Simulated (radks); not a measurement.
**Nuclear size and the levels of Eu**

Aim: how the total energy, the levels and the density at the nucleus of Eu respond when the nuclear radius is scaled.

Method: Dirac Kohn-Sham, BLYP, spin-unpolarised, spherical densities, finite nucleus; open shells are shared between the two j in proportion to 2j + 1. Code: radks (a radial shooting solver on a logarithmic mesh, Libxc functionals) version 1.

## 1. What is computed

| Item | Value |
| --- | --- |
| element | europium (Z = 63) |
| charge | 0 |
| electrons | 63 |
| configuration | [Xe] 4f7 6s2 |
| nuclear rms radius | 5.1115 fm |

The outer shells:

Eu
```
[Xe] core
4f [↑ ][↑ ][↑ ][↑ ][↑ ][↑ ][↑ ]
6s [↑↓]
```

## 2. rms radius 5.1115 fm

Input:

```text
Z 63
configuration [Xe] 4f7 6s2 5d0 6p0
relativity Dirac
functional b88,lyp
spin unpolarised
j_filling average
nucleus finite rms 5.1115 fm
c 137.035999084
```

## 3. rms radius 4.5288 fm

Changes since step 2:

```diff
@@ -6,3 +6,3 @@
 j_filling average
-nucleus finite rms 5.1115 fm
+nucleus finite rms 4.5288 fm
 c 137.035999084
```

## 4. rms radius 4.8457 fm

Changes since step 3:

```diff
@@ -6,3 +6,3 @@
 j_filling average
-nucleus finite rms 4.5288 fm
+nucleus finite rms 4.8457 fm
 c 137.035999084
```

## 5. rms radius 5.5409 fm

Changes since step 4:

```diff
@@ -6,3 +6,3 @@
 j_filling average
-nucleus finite rms 4.8457 fm
+nucleus finite rms 5.5409 fm
 c 137.035999084
```

## 6. rms radius 6.2923 fm

Changes since step 5:

```diff
@@ -6,3 +6,3 @@
 j_filling average
-nucleus finite rms 5.5409 fm
+nucleus finite rms 6.2923 fm
 c 137.035999084
```

**Question.** What will these runs give? Wanted: for each run, rms radius; total energy shift; density at nucleus; 1s1/2 shift; 2s1/2 shift; 5p1/2 shift; 6s1/2 shift; 6p1/2 shift.

As calculated:

```tsv
rms radius (fm)	total energy shift (eV)	density at nucleus (e/bohr³)	1s1/2 shift (meV)	2s1/2 shift (meV)	5p1/2 shift (meV)	6s1/2 shift (meV)	6p1/2 shift (meV)
4.5288	-4.04	5.97e+05	-1667	-213	0.202	-0.0687	0.0563
4.8457	-1.89	5.871e+05	-779	-99.5	0.0943	-0.0321	0.0263
5.1115	0	5.794e+05	0	0	0	0	0
5.5409	3.21	5.68e+05	1325	169	-0.160	0.0546	-0.0448
6.2923	9.29	5.504e+05	3834	490	-0.464	0.158	-0.130
```

**Reading.** Shifts are against the first run. Over the range the 1s1/2 level moves by 5.50 eV and the 6p1/2 level by -0.186 meV. A larger nucleus binds the 1s electrons less and lowers the density at its centre. These are shifts of eigenvalues, not the field shifts of spectral lines.
